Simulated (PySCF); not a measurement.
# GeSiH6O (SMILES [OH][GeH2][SiH3]) at PBE0/cc-pVDZ

What is the energy change on altering one bond length of GeSiH6O at PBE0/cc-pVDZ? Input form: a Python script.

The results are computed with PySCF 2.14.0.

2 further runs of the same task are left out: 2 set aside as unsound or not needed.

**1. The molecule**

GeSiH6O: 9 atoms, total charge 0, spin state singlet. As SMILES, `[OH][GeH2][SiH3]`. Geometry: relaxed at PBE0-D4/def2-TZVP. This is one conformer, not always the lowest.

Bond lengths: O1–Ge2 1.791 Å, Ge2–Si3 2.389 Å, O1–H4 0.960 Å, Ge2–H5 1.546 Å, Ge2–H6 1.536 Å, Si3–H7 1.488 Å, Si3–H8 1.488 Å, Si3–H9 1.486 Å. Some angles: O1–Ge2–Si3 109.9°, O1–Ge2–H5 109.2°, O1–Ge2–H6 103.6°, Si3–Ge2–H5 111.3°, Si3–Ge2–H6 113.0°, Ge2–O1–H4 112.4°, Ge2–Si3–H7 110.2°, Ge2–Si3–H8 109.3°, Ge2–Si3–H9 110.4°, H5–Ge2–H6 109.6°.

**2. The energy at PBE0/cc-pVDZ**

Input file calc.py:

```python
# [OH][GeH2][SiH3]
from pyscf import gto, dft

mol = gto.M(
    atom='''
O   -1.665400   1.003200  -0.854800
Ge   0.086300   0.899600  -0.495500
Si   0.525800  -1.010700   0.870400
H   -1.973400   0.267900  -1.389000
H    0.873700   0.832100  -1.824400
H    0.388100   2.226700   0.215900
H    1.986000  -1.132800   1.128400
H    0.060100  -2.236200   0.166300
H   -0.192800  -0.896100   2.165800
''',
    max_memory=1860,
    basis='cc-pvdz',
    verbose=4,
)

mf = dft.RKS(mol, xc='pbe0')
mf.conv_tol = 1e-10
mf.grids.level = 5
mf.kernel()
if not mf.converged:
    mf = mf.newton().run(mf.mo_coeff, mf.mo_occ)

e_final = mf.e_tot
print(f'total energy: {e_final:.8f} hartree')
```

Command:

```
$ OMP_NUM_THREADS=1 python calc.py
```

The program printed:

```text
PySCF version 2.14.0

[... 76 lines left out ...]
converged SCF energy = -2444.83051479845
total energy: -2444.83051480 hartree
```

Wall time 22 s (1 thread of Intel Xeon at 2.70GHz, shared host); peak memory 0.46 GiB.

**3. The distorted shape at the same level**

Input file calc.py:

```python
from pyscf import gto, dft

mol = gto.Mole()
mol.atom = [
    ('O', (-1.295799, 1.885562, -0.213759)),
    ('Ge', (0.455901, 1.781962, 0.145541)),
    ('Si', (0.895401, -0.128338, 1.511441)),
    ('H', (-1.973400, 0.267900, -1.389000)),
    ('H', (1.243301, 1.714462, -1.183359)),
    ('H', (0.757701, 3.109062, 0.856941)),
    ('H', (2.355601, -0.250438, 1.769441)),
    ('H', (0.429701, -1.353838, 0.807341)),
    ('H', (0.176801, -0.013738, 2.806841)),
]
mol.max_memory = 1860
mol.basis = 'cc-pvdz'
mol.verbose = 4
mol.build()

mf = dft.RKS(mol, xc='pbe0')
mf.grids.level = 5
mf.conv_tol = 1e-10
mf.kernel()
if not mf.converged:
    mf = mf.newton().run(mf.mo_coeff, mf.mo_occ)

e_final = mf.e_tot
print('E(%s) = %.9f' % ('PBE0', e_final))
```

Command:

```
$ OMP_NUM_THREADS=1 python calc.py
```

The program printed:

```text
PySCF version 2.14.0

[... 84 lines left out ...]
converged SCF energy = -2444.6305879764
E(PBE0) = -2444.630587976
```

Wall time 29 s (1 thread of Intel Xeon at 2.70GHz, shared host); peak memory 0.46 GiB.

**4. What came out**

Level: PBE0/cc-pVDZ.

| quantity | value |
| --- | --- |
| first shape: total energy | -2444.83051 Eh |
| first shape: dipole moment | 1.39 D |
| first shape: HOMO energy | -7.61 eV |
| first shape: LUMO energy | -0.10 eV |
| first shape: HOMO–LUMO gap | 7.51 eV |
| distorted shape: total energy | -2444.63059 Eh |
| distorted shape: dipole moment | 1.47 D |
| distorted shape: HOMO energy | -7.49 eV |
| distorted shape: LUMO energy | -4.81 eV |
| distorted shape: HOMO–LUMO gap | 2.68 eV |
| energy change with the O1–H4 bond stretched from 0.960 to 2.111 Å | 5.440 eV |

**Reading.** One bond (distorted shape) is far stretched, which a spin-restricted single reference describes badly; a broken-symmetry solution may lie lower. With the O1–H4 bond stretched from 0.960 to 2.111 Å the energy rises by 5.44 eV (125 kcal/mol). The first shape isn't relaxed at this level, so the change isn't measured from a minimum. A restricted reference can't describe the breaking bond well at this length. Mulliken charges (first shape) run from -0.41 on O1 to +0.41 on Ge2.
